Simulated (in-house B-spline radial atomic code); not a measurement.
# W⁴⁹⁺: binding energies from hole states

How tightly is each shell of W⁴⁹⁺ bound, and how much do the other electrons relax when one leaves?

Program: in-house B-spline radial atomic code version 1. Level of theory: Dirac-Hartree-Fock, average of configuration, Fermi nucleus, basis-set limit. These are calculated values, not measurements, unless marked.

### 1 The atom as given

| Quantity | Value |
| --- | --- |
| element | tungsten (Z = 74) |
| charge | +49 |
| electrons | 25 |
| configuration | [Ar] 3d7 |
| Hamiltonian | Dirac-Coulomb |
| nucleus | Fermi, rms radius 5.366 fm |

Outer shells as boxes (Hund's rule):

[Ar] 3d7
```
[Ar] core
3d [↑↓][↑↓][↑ ][↑ ][↑ ]
```

The boxes draw the filling by Hund's rule, which heavy ions in jj coupling don't follow; these runs average over all states of the configuration.

Input settings:

```ini
Z = 74
electrons = 25.0
configuration = [Ar] 3d7
hamiltonian = dirac
method = hf
spin_polarised = False
nucleus = fermi
rms_radius = 5.3658
mass_number = 184
atomic_mass = 183.95093318
speed_of_light = 137.035999084
```

From the earlier run of the reference: total energy -14209.347812 hartree. Levels, eight at most:

```csv
orbital,occupation,energy (eV),<r> (bohr)
2s1/2,2,-15003.3,0.07657
2p1/2,2,-14460.7,0.06343
2p3/2,4,-13093.8,0.07123
3s1/2,2,-5421.90,0.1935
3p1/2,2,-5189.26,0.1833
3p3/2,4,-4864.74,0.1960
3d3/2,2.8,-4519.29,0.1700
3d5/2,4.2,-4447.61,0.1740
```

### 2 The 1s hole

Changes to the settings of step 1:

```diff
@@ -1,4 +1,4 @@
 Z = 74
-electrons = 25.0
-configuration = [Ar] 3d7
+electrons = 24.0
+configuration = 1s1 2s2 2p6 3s2 3p6 3d7
 hamiltonian = dirac
```

From the run's result record (rounded, not every field):

```text
status: converged
scf [iteration, energy, orbital gradient]:
  - [1, -11450.7674925, 10.3]
  - [2, -11533.4344018, 0.847]
  - [3, -11534.2824401, 0.372]
  - [4, -11534.4507881, 0.164]
  - [5, -11534.4918154, 0.0194]
  - [6, -11534.4923281, 4.4e-05]
  - [7, -11534.4923281, 4.39e-07]
energy [hartree]: {"total": -11534.4923281, "kinetic": 13023.0760598, "nuclear": -26409.3928388, "coulomb": 2006.38123355, "exact_exchange": -154.55678262}
breit [hartree]: {"gaunt": 8.471802, "retardation": -1.110959, "frequency_dependence": -0.1770799}
qed [hartree]: {"self_energy": 8.461605, "uehling": -1.540055, "wichmann_kroll": 0.0611507}
recoil [hartree]: 0.02467363
total_with_corrections [hartree]: -11520.3011902
orbitals [hartree, bohr; first row names the columns]:
  - ["name", "occ", "eps", "<r>"]
  - ["1s1/2", 1.0, -2725.0899, 0.0183]
  - ["2s1/2", 2.0, -565.74659, 0.075779]
  - ["2p1/2", 2.0, -548.98169, 0.062464]
  - ["2p3/2", 4.0, -496.35031, 0.070292]
  - ["3s1/2", 2.0, -205.62068, 0.19105]
  - ["3p1/2", 2.0, -197.70786, 0.18023]
  - ["3p3/2", 4.0, -185.16258, 0.19296]
  - ["3d3/2", 2.8, -172.4605, 0.16704]
  - ["3d5/2", 4.2, -169.64842, 0.17103]
sum_r [bohr^k]: {"-1": 356.901, "1": 3.276409, "2": 0.612277}
energy_minus_base [hartree]: 2674.85548
energy_minus_base_with_corrections [hartree]: 2662.00542
```

It took 0.36 s on 1 thread, shared host.

energy_minus_base is the energy less that of the reference run.

### 3 The 2s hole

Changes to the settings of step 2:

```diff
@@ -2,3 +2,3 @@
 electrons = 24.0
-configuration = 1s1 2s2 2p6 3s2 3p6 3d7
+configuration = 1s2 2s1 2p6 3s2 3p6 3d7
 hamiltonian = dirac
```

Main fields:

```text
status: converged
scf [iteration, energy, orbital gradient]:
  - [1, -13585.8760163, 9.83]
  - [2, -13657.6943365, 1.09]
  - [3, -13658.3823279, 0.484]
  - [4, -13658.5200228, 0.215]
  - [5, -13658.5539374, 0.0236]
  - [6, -13658.5543352, 6.94e-05]
  - [7, -13658.5543353, 1.28e-06]
  - [8, -13658.5543353, 3.64e-08]
energy [hartree]: {"total": -13658.5543352, "kinetic": 15505.2681234, "nuclear": -31097.3051778, "coulomb": 2122.37719153, "exact_exchange": -188.89447235}
breit [hartree]: {"gaunt": 16.69633, "retardation": -1.716681, "frequency_dependence": -0.3377613}
qed [hartree]: {"self_energy": 13.11925, "uehling": -2.469596, "wichmann_kroll": 0.09821874}
recoil [hartree]: 0.02678522
total_with_corrections [hartree]: -13633.1377969
orbitals [hartree, bohr; first row names the columns]:
  - ["name", "occ", "eps", "<r>"]
  - ["1s1/2", 2.0, -2690.8647, 0.018343]
  - ["2s1/2", 1.0, -562.0792, 0.076479]
  - ["2p1/2", 2.0, -541.88744, 0.063108]
  - ["2p3/2", 4.0, -491.0775, 0.070867]
  - ["3s1/2", 2.0, -204.61113, 0.19175]
  - ["3p1/2", 2.0, -196.54287, 0.18131]
  - ["3p3/2", 4.0, -184.30959, 0.19386]
  - ["3d3/2", 2.8, -172.17691, 0.16754]
  - ["3d5/2", 4.2, -169.41344, 0.17148]
sum_r [bohr^k]: {"-1": 420.2615, "1": 3.233731, "2": 0.6109945}
energy_minus_base [hartree]: 550.793477
energy_minus_base_with_corrections [hartree]: 549.168817
```

It took 0.41 s on 1 thread, shared host.

### 4 The 2p1/2 hole

In configurations, a minus sign after the shell means j = l − 1/2 and a plus sign j = l + 1/2; the count of electrons follows.

Changes to the settings of step 3:

```diff
@@ -2,3 +2,3 @@
 electrons = 24.0
-configuration = 1s2 2s1 2p6 3s2 3p6 3d7
+configuration = 1s2 2s2 2p-1 2p+4 3s2 3p6 3d7
 hamiltonian = dirac
```

Main fields:

```text
status: converged
scf [iteration, energy, orbital gradient]:
  - [1, -13603.7897019, 9.73]
  - [2, -13677.7469167, 1.1]
  - [3, -13678.4499039, 0.487]
  - [4, -13678.5907205, 0.217]
  - [5, -13678.6254446, 0.0235]
  - [6, -13678.6258489, 7.07e-05]
  - [7, -13678.6258489, 8.77e-07]
  - [8, -13678.6258489, 4.19e-08]
energy [hartree]: {"total": -13678.6258489, "kinetic": 15534.2867712, "nuclear": -31128.8774887, "coulomb": 2105.46031402, "exact_exchange": -189.495445408}
breit [hartree]: {"gaunt": 15.98411, "retardation": -1.618856, "frequency_dependence": -0.3275661}
qed [hartree]: {"self_energy": 13.90453, "uehling": -2.60956, "wichmann_kroll": 0.1035305}
recoil [hartree]: 0.02859614
total_with_corrections [hartree]: -13653.161067
orbitals [hartree, bohr; first row names the columns]:
  - ["name", "occ", "eps", "<r>"]
  - ["1s1/2", 2.0, -2693.9955, 0.018329]
  - ["2s1/2", 2.0, -561.82887, 0.076216]
  - ["2p1/2", 1.0, -544.46774, 0.063299]
  - ["2p3/2", 4.0, -492.84842, 0.070744]
  - ["3s1/2", 2.0, -204.9303, 0.19166]
  - ["3p1/2", 2.0, -196.49849, 0.18108]
  - ["3p3/2", 4.0, -184.52844, 0.19363]
  - ["3d3/2", 2.8, -172.13152, 0.16757]
  - ["3d5/2", 4.2, -169.5741, 0.17124]
sum_r [bohr^k]: {"-1": 420.6899, "1": 3.243794, "2": 0.6118793}
energy_minus_base [hartree]: 530.721963
energy_minus_base_with_corrections [hartree]: 529.145547
```

Run time: 0.38 s. Hardware: 1 thread, shared host.

### 5 The 2p3/2 hole

Changes to the settings of step 4:

```diff
@@ -2,3 +2,3 @@
 electrons = 24.0
-configuration = 1s2 2s2 2p-1 2p+4 3s2 3p6 3d7
+configuration = 1s2 2s2 2p-2 2p+3 3s2 3p6 3d7
 hamiltonian = dirac
```

Main fields:

```text
status: converged
scf [iteration, energy, orbital gradient]:
  - [1, -13655.9364, 9.65]
  - [2, -13727.9151262, 1.05]
  - [3, -13728.596091, 0.467]
  - [4, -13728.7325336, 0.209]
  - [5, -13728.7661723, 0.0221]
  - [6, -13728.7665656, 7.35e-05]
  - [7, -13728.7665656, 1.17e-06]
  - [8, -13728.7665656, 4.2e-08]
energy [hartree]: {"total": -13728.7665656, "kinetic": 15706.7346009, "nuclear": -31361.317178, "coulomb": 2116.79905048, "exact_exchange": -190.983038942}
breit [hartree]: {"gaunt": 16.532, "retardation": -1.617918, "frequency_dependence": -0.2597404}
qed [hartree]: {"self_energy": 13.85162, "uehling": -2.621174, "wichmann_kroll": 0.1040585}
recoil [hartree]: 0.02828028
total_with_corrections [hartree]: -13702.749438
orbitals [hartree, bohr; first row names the columns]:
  - ["name", "occ", "eps", "<r>"]
  - ["1s1/2", 2.0, -2691.6277, 0.018334]
  - ["2s1/2", 2.0, -561.24583, 0.076263]
  - ["2p1/2", 2.0, -543.07117, 0.063074]
  - ["2p3/2", 3.0, -492.37433, 0.071122]
  - ["3s1/2", 2.0, -204.83337, 0.19175]
  - ["3p1/2", 2.0, -196.66104, 0.1812]
  - ["3p3/2", 4.0, -184.29889, 0.19359]
  - ["3d3/2", 2.8, -172.27557, 0.16741]
  - ["3d5/2", 4.2, -169.37669, 0.1715]
sum_r [bohr^k]: {"-1": 423.8311, "1": 3.238026, "2": 0.6114437}
energy_minus_base [hartree]: 480.581247
energy_minus_base_with_corrections [hartree]: 479.557176
```

Wall time 0.4 s (1 thread, shared host).

### 6 The 3s hole

Changes to the settings of step 5:

```diff
@@ -2,3 +2,3 @@
 electrons = 24.0
-configuration = 1s2 2s2 2p-2 2p+3 3s2 3p6 3d7
+configuration = 1s2 2s2 2p6 3s1 3p6 3d7
 hamiltonian = dirac
```

Main fields:

```text
status: converged
scf [iteration, energy, orbital gradient]:
  - [1, -13943.9227847, 11.6]
  - [2, -14009.3681136, 0.858]
  - [3, -14010.0177686, 0.378]
  - [4, -14010.1470189, 0.166]
  - [5, -14010.1786115, 0.0205]
  - [6, -14010.1789993, 7.08e-05]
  - [7, -14010.1789993, 9.25e-07]
  - [8, -14010.1789993, 2.44e-08]
energy [hartree]: {"total": -14010.1789993, "kinetic": 15956.3102776, "nuclear": -31969.1328725, "coulomb": 2202.95020167, "exact_exchange": -200.306606113}
breit [hartree]: {"gaunt": 17.50985, "retardation": -1.78075, "frequency_dependence": -0.3290561}
qed [hartree]: {"self_energy": 13.71615, "uehling": -2.580991, "wichmann_kroll": 0.1025347}
recoil [hartree]: 0.02760211
total_with_corrections [hartree]: -13983.5136608
orbitals [hartree, bohr; first row names the columns]:
  - ["name", "occ", "eps", "<r>"]
  - ["1s1/2", 2.0, -2682.8875, 0.018342]
  - ["2s1/2", 2.0, -556.69511, 0.076576]
  - ["2p1/2", 2.0, -537.07304, 0.063375]
  - ["2p3/2", 4.0, -486.74737, 0.071167]
  - ["3s1/2", 1.0, -203.74196, 0.19265]
  - ["3p1/2", 2.0, -194.79919, 0.18244]
  - ["3p3/2", 4.0, -182.73504, 0.19509]
  - ["3d3/2", 2.8, -170.59843, 0.16899]
  - ["3d5/2", 4.2, -167.92346, 0.1729]
sum_r [bohr^k]: {"-1": 432.0443, "1": 3.138463, "2": 0.5836094}
energy_minus_base [hartree]: 199.168813
energy_minus_base_with_corrections [hartree]: 198.792953
```

It took 0.44 s on 1 thread, shared host.

### 7 The 3p1/2 hole

Changes to the settings of step 6:

```diff
@@ -2,3 +2,3 @@
 electrons = 24.0
-configuration = 1s2 2s2 2p6 3s1 3p6 3d7
+configuration = 1s2 2s2 2p6 3s2 3p-1 3p+4 3d7
 hamiltonian = dirac
```

Main fields:

```text
status: converged
scf [iteration, energy, orbital gradient]:
  - [1, -13952.5920558, 9.24]
  - [2, -14017.9586436, 0.766]
  - [3, -14018.5894713, 0.341]
  - [4, -14018.7153689, 0.151]
  - [5, -14018.7462682, 0.0175]
  - [6, -14018.7466385, 6.85e-05]
  - [7, -14018.7466385, 8.82e-07]
  - [8, -14018.7466385, 2.31e-08]
energy [hartree]: {"total": -14018.7466385, "kinetic": 15967.8344644, "nuclear": -31983.0200149, "coulomb": 2197.3442904, "exact_exchange": -200.905378437}
breit [hartree]: {"gaunt": 17.35619, "retardation": -1.759213, "frequency_dependence": -0.3293598}
qed [hartree]: {"self_energy": 13.905, "uehling": -2.614273, "wichmann_kroll": 0.1037893}
recoil [hartree]: 0.02806315
total_with_corrections [hartree]: -13992.0564493
orbitals [hartree, bohr; first row names the columns]:
  - ["name", "occ", "eps", "<r>"]
  - ["1s1/2", 2.0, -2683.5094, 0.01834]
  - ["2s1/2", 2.0, -557.17362, 0.07649]
  - ["2p1/2", 2.0, -537.18004, 0.063434]
  - ["2p3/2", 4.0, -487.11803, 0.071146]
  - ["3s1/2", 2.0, -203.34773, 0.19275]
  - ["3p1/2", 1.0, -195.43424, 0.18225]
  - ["3p3/2", 4.0, -183.12049, 0.19495]
  - ["3d3/2", 2.8, -170.48347, 0.16886]
  - ["3d5/2", 4.2, -168.12954, 0.17281]
sum_r [bohr^k]: {"-1": 432.2324, "1": 3.147253, "2": 0.5868054}
energy_minus_base [hartree]: 190.601174
energy_minus_base_with_corrections [hartree]: 190.250164
```

Wall time 0.38 s (1 thread, shared host).

### 8 The 3p3/2 hole

Changes to the settings of step 7:

```diff
@@ -2,3 +2,3 @@
 electrons = 24.0
-configuration = 1s2 2s2 2p6 3s2 3p-1 3p+4 3d7
+configuration = 1s2 2s2 2p6 3s2 3p-2 3p+3 3d7
 hamiltonian = dirac
```

Main fields:

```text
status: converged
scf [iteration, energy, orbital gradient]:
  - [1, -13964.4320059, 10.6]
  - [2, -14029.8589942, 0.781]
  - [3, -14030.496498, 0.345]
  - [4, -14030.6236291, 0.152]
  - [5, -14030.6547929, 0.0186]
  - [6, -14030.6551694, 7.23e-05]
  - [7, -14030.6551694, 7.8e-07]
  - [8, -14030.6551694, 3.99e-08]
energy [hartree]: {"total": -14030.6551694, "kinetic": 16008.9320998, "nuclear": -32041.5672998, "coulomb": 2203.47553122, "exact_exchange": -201.495500569}
breit [hartree]: {"gaunt": 17.47774, "retardation": -1.75874, "frequency_dependence": -0.3109378}
qed [hartree]: {"self_energy": 13.8945, "uehling": -2.61749, "wichmann_kroll": 0.1039339}
recoil [hartree]: 0.02794683
total_with_corrections [hartree]: -14003.8382174
orbitals [hartree, bohr; first row names the columns]:
  - ["name", "occ", "eps", "<r>"]
  - ["1s1/2", 2.0, -2682.9, 0.018341]
  - ["2s1/2", 2.0, -556.86622, 0.076506]
  - ["2p1/2", 2.0, -537.14043, 0.063366]
  - ["2p3/2", 4.0, -486.67524, 0.071231]
  - ["3s1/2", 2.0, -203.2092, 0.19279]
  - ["3p1/2", 2.0, -195.04492, 0.18244]
  - ["3p3/2", 3.0, -183.06193, 0.19496]
  - ["3d3/2", 2.8, -170.61493, 0.16901]
  - ["3d5/2", 4.2, -167.79646, 0.17287]
sum_r [bohr^k]: {"-1": 433.0236, "1": 3.135982, "2": 0.5820245}
energy_minus_base [hartree]: 178.692643
energy_minus_base_with_corrections [hartree]: 178.468396
```

Run time: 0.38 s. Hardware: 1 thread, shared host.

### 9 The 3d hole

Changes to the settings of step 8:

```diff
@@ -2,3 +2,3 @@
 electrons = 24.0
-configuration = 1s2 2s2 2p6 3s2 3p-2 3p+3 3d7
+configuration = 1s2 2s2 2p6 3s2 3p6 3d6
 hamiltonian = dirac
```

Main fields:

```text
status: converged
scf [iteration, energy, orbital gradient]:
  - [1, -13981.5320311, 9.2]
  - [2, -14044.28345, 0.608]
  - [3, -14044.8272276, 0.271]
  - [4, -14044.9370696, 0.121]
  - [5, -14044.9644973, 0.0132]
  - [6, -14044.964791, 6.13e-05]
  - [7, -14044.964791, 7.13e-07]
energy [hartree]: {"total": -14044.964791, "kinetic": 16027.7526131, "nuclear": -32066.514258, "coulomb": 2197.28645041, "exact_exchange": -203.489596413}
breit [hartree]: {"gaunt": 17.59061, "retardation": -1.779839, "frequency_dependence": -0.3260602}
qed [hartree]: {"self_energy": 13.92002, "uehling": -2.617591, "wichmann_kroll": 0.1039463}
recoil [hartree]: 0.0280862
total_with_corrections [hartree]: -14018.0456182
orbitals [hartree, bohr; first row names the columns]:
  - ["name", "occ", "eps", "<r>"]
  - ["1s1/2", 2.0, -2682.7787, 0.018343]
  - ["2s1/2", 2.0, -557.34024, 0.07651]
  - ["2p1/2", 2.0, -537.47392, 0.063375]
  - ["2p3/2", 4.0, -487.18549, 0.071159]
  - ["3s1/2", 2.0, -203.74385, 0.1926]
  - ["3p1/2", 2.0, -195.27139, 0.18231]
  - ["3p3/2", 4.0, -183.20015, 0.19488]
  - ["3d3/2", 2.4, -171.00843, 0.16875]
  - ["3d5/2", 3.6, -168.33027, 0.17264]
sum_r [bohr^k]: {"-1": 433.3607, "1": 3.156957, "2": 0.5908134}
energy_minus_base [hartree]: 164.383021
energy_minus_base_with_corrections [hartree]: 164.260995
```

It took 0.36 s on 1 thread, shared host.

### 10 What the holes cost

| hole | ΔSCF (eV) | with Breit, QED, recoil (eV) | −ε of the parent (eV) | −ε less ΔSCF (eV) |
| --- | --- | --- | --- | --- |
| 1s | 72786.5 | 72436.9 | 72833.1 | 46.52 |
| 2s | 14987.9 | 14943.6 | 15003.3 | 15.44 |
| 2p1/2 | 14441.7 | 14398.8 | 14460.7 | 19.02 |
| 2p3/2 | 13077.3 | 13049.4 | 13093.8 | 16.56 |
| 3s | 5419.66 | 5409.43 | 5421.90 | 2.24 |
| 3p1/2 | 5186.52 | 5176.97 | 5189.26 | 2.74 |
| 3p3/2 | 4862.47 | 4856.37 | 4864.74 | 2.26 |
| 3d | 4473.09 | 4469.77 | - | - |

**Reading.** Relaxation of the remaining electrons brings each binding energy under −ε, by 46.5 eV for 1s and 2.26 eV for 3p3/2. The difference of the 1s and 2p3/2 holes gives a Kα1 line at 59387.4 eV for this charge state (with Breit, QED and recoil). The spin-orbit splitting of the 2p hole is 1349.37 eV with those corrections. A dash stands where an open shell is averaged over j, so that no single parent level belongs to the hole. Values are for the free ion, measured from the vacuum level.
